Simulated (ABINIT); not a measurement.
Runs of ABINIT 10.8.3 (patched build) on Zr3S2. It takes space group R32 (No. 155, trigonal). Conventional cell: a = 5.805 Å, b = 5.805 Å, c = 10.463 Å, α = 90.00°, β = 90.00°, γ = 120.00°. Zr (site symmetry 2) has 4 S at 2.61 to 2.62 Å as nearest neighbours. S (site symmetry 3) is surrounded by 6 Zr at 2.61 to 2.62 Å. The cell comes from a database or a generator and needn't be the stable form of this composition.

```csv
task,level,potentials or basis,cell,cutoff (eV),fine-grid cutoff,gap on the mesh (eV),pressure (GPa),largest force (eV/Å)
band structure,LDA,JTH PAW LDA v2.0,as given,544,1088.46 eV,none,(a),0.17
single point,PBEsol,PseudoDojo NC SR PBEsol v0.4.1 standard,"atoms moved at random, drawn with an rms of 0.05 Å",898,-,none,-5.6,0.89
single point,PBEsol,PseudoDojo NC SR PBEsol v0.4.1 standard,as given,898,-,none,-5.0,0.13
band structure,PBEsol,PseudoDojo NC SR PBEsol v0.4.1 standard,as given,898,-,none,-5.0,0.13
```

Alike in all rows: no spin polarisation; k mesh 6 × 6 × 6; smearing fermi-dirac 0.05 eV.

Estimate the missing entries.

(a) -7.7.

A k mesh can miss the band edges, and the runs leave out spin-orbit coupling on Zr.

A gap of «none» marks a metal or a gap under the smearing width.
